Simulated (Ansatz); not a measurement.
# Ti2TeAs2: the cost of one run

Method: DFT PBE, scalar-relativistic, plane waves, PAW, in Ansatz 0.2.0.

**1. The structure to begin with**

It takes space group I4/mmm (No. 139, tetragonal). Conventional cell: a = 4.416 Å, b = 4.416 Å, c = 11.468 Å, α = 90.00°, β = 90.00°, γ = 90.00°. Ti (site symmetry -4m2) has 4 As at 2.69 Å and 4 Ti at 3.12 Å and 4 Te at 3.62 Å in its first shell of neighbours. Around Te (site symmetry 4/mmm) lie 8 As at 3.40 Å and 8 Ti at 3.62 Å. As (site symmetry 4mm) has 1 As at 2.68 Å and 4 Ti at 2.69 Å in its first shell of neighbours.

Structure file:

```cif
data_structure
_symmetry_space_group_name_H-M 'P 1'
_symmetry_Int_Tables_number 1
_cell_length_a 6.5293
_cell_length_b 6.5293
_cell_length_c 6.5293
_cell_angle_alpha 140.469
_cell_angle_beta 140.469
_cell_angle_gamma 57.142
_cell_volume 111.82
loop_
_atom_site_label
_atom_site_type_symbol
_atom_site_fract_x
_atom_site_fract_y
_atom_site_fract_z
_atom_site_occupancy
Ti1 Ti 0.75000 0.25000 0.50000 1
Ti2 Ti 0.25000 0.75000 0.50000 1
Te1 Te 0.00000 0.00000 0.00000 1
As1 As 0.61668 0.61668 0.00000 1
As2 As 0.38332 0.38332 0.00000 1
```

Recipe of the guess: species swapped into a database cell of CeMn2Ge2 (I4/mmm, No. 139), with Te on the Ce sites, Ti on the Mn sites and As on the Ge sites. Lengths come from tabulated atomic sizes and are only a guess.

**2. A first look at the guess**

input.yaml

```yaml
crystal:
  lattice:
    - [-2.20801585, 2.20801585, 5.73415873]
    - [2.20801585, -2.20801585, 5.73415873]
    - [2.20801585, 2.20801585, -5.73415873]
  atoms:
    - { symbol: Ti, position: [0.75, 0.25, 0.5] }
    - { symbol: Ti, position: [0.25, 0.75, 0.5] }
    - { symbol: Te, position: [0.0, 0.0, 0.0] }
    - { symbol: As, position: [0.61667556, 0.61667556, 0.0] }
    - { symbol: As, position: [0.38332444, 0.38332444, 0.0] }
basis:
  ecutwfc: 420
kpoints:
  mp_grid: { grid: [6, 6, 6] }
hamiltonian:
  xc: pbe
scf:
  occupations: { method: gaussian, width: 0.1 }
  lower_state_search: "off"
output:
  forces: true
  stress: true
  eigenvalues: true
```

On the command line:

```console
ansatz run input.yaml --threads 1 --pin off --max-ram 2560MiB --backend cpu --events-out ev --progress --plain --runs-dir out
```

Q: Estimate wall time and peak memory on 1 thread of Arm Neoverse V1, shared host.

About 8.9 s, with a peak of 0.44 GiB.
